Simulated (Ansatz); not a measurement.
# BH₆InSi: basis-set convergence

One table from this session's results is given with a row withheld; the runs are named, their logs left out.

Computed with Ansatz 0.2.0, Gaussian basis. Level: one geometry, several basis sets.

Levels to be run: PBE0-D4/def2-SVP; ωB97M-V/def2-SVP; PBE0-D4/def2-QZVPP; ωB97M-V/def2-QZVPP; the functionals' def2-TZVPP values are taken from earlier runs.

### The relaxed structure

An earlier PBE0-D4 in a triple-zeta def2 set relaxation fixed the geometry. In takes the def2 core potential; no spin-orbit term is included.

9 atoms, charge 0, spin multiplicity 1.

Atoms are counted from 1 here; the program's logs count them from 0.

Bond lengths: B1–Si2 1.886 Å, B1–H4 1.199 Å, B1–H5 1.199 Å, Si2–In3 2.737 Å, Si2–H6 1.487 Å, Si2–H7 1.487 Å, In3–H8 1.720 Å, In3–H9 1.728 Å. Angles: Si2–B1–H4 120.1°, Si2–B1–H5 120.0°, H4–B1–H5 119.9°, B1–Si2–In3 63.2°, B1–Si2–H6 124.7°, B1–Si2–H7 124.7°, In3–Si2–H6 101.8°, In3–Si2–H7 102.0°, H6–Si2–H7 110.2°, Si2–In3–H8 137.2°, Si2–In3–H9 104.9°, H8–In3–H9 117.9°.

The first run:

Input file in.yaml:

```yaml
crystal:
  periodic: [false, false, false]
  atoms:
    - {symbol: B, position_ang: [-0.725264, 0.263658, -1.094316]}
    - {symbol: Si, position_ang: [0.800152, 1.137037, -0.411962]}
    - {symbol: In, position_ang: [-0.113216, -1.026526, 0.993985]}
    - {symbol: H, position_ang: [-0.603069, -0.636558, -1.876741]}
    - {symbol: H, position_ang: [-1.819645, 0.607017, -0.743752]}
    - {symbol: H, position_ang: [0.772562, 2.204605, 0.622200]}
    - {symbol: H, position_ang: [2.203559, 0.743645, -0.704947]}
    - {symbol: H, position_ang: [-1.384364, -2.176315, 0.854790]}
    - {symbol: H, position_ang: [0.957686, -1.162863, 2.343743]}
basis:
  gaussian: {orbitals: def2-SVP}
hamiltonian: {xc: pbe0, dispersion: d4}
output: {orbitals: {seedname: orbitals}}
```

Launch:

```bash
$ ansatz run in.yaml --threads 2 --pin off --events-out ev --progress --plain --max-ram 4352MiB
```

Among the steps run: PBE0-D4 in def2-SVP; ωB97M-V in def2-SVP; PBE0-D4 in def2-QZVPP; ωB97M-V in def2-QZVPP.

One of the session's tables, all rows but one given; the rest of the session is left out.

It belongs to the step «Density functionals: the series». 

```
functional       basis  HOMO (eV)  LUMO (eV)
   PBE0-D4    def2-SVP          ?          ?
   PBE0-D4  def2-TZVPP      -6.91      -1.98
   PBE0-D4  def2-QZVPP      -6.91      -1.99
   ωB97M-V    def2-SVP      -8.78      -0.34
   ωB97M-V  def2-TZVPP      -8.81      -0.45
   ωB97M-V  def2-QZVPP      -8.81      -0.47
```

Q: Estimate the row for PBE0-D4, def2-SVP from the others.

The run gave: HOMO (eV): -6.92; LUMO (eV): -1.95. In the column «HOMO (eV)» it lies between ωB97M-V, def2-SVP (-8.78) and PBE0-D4, def2-TZVPP (-6.91).
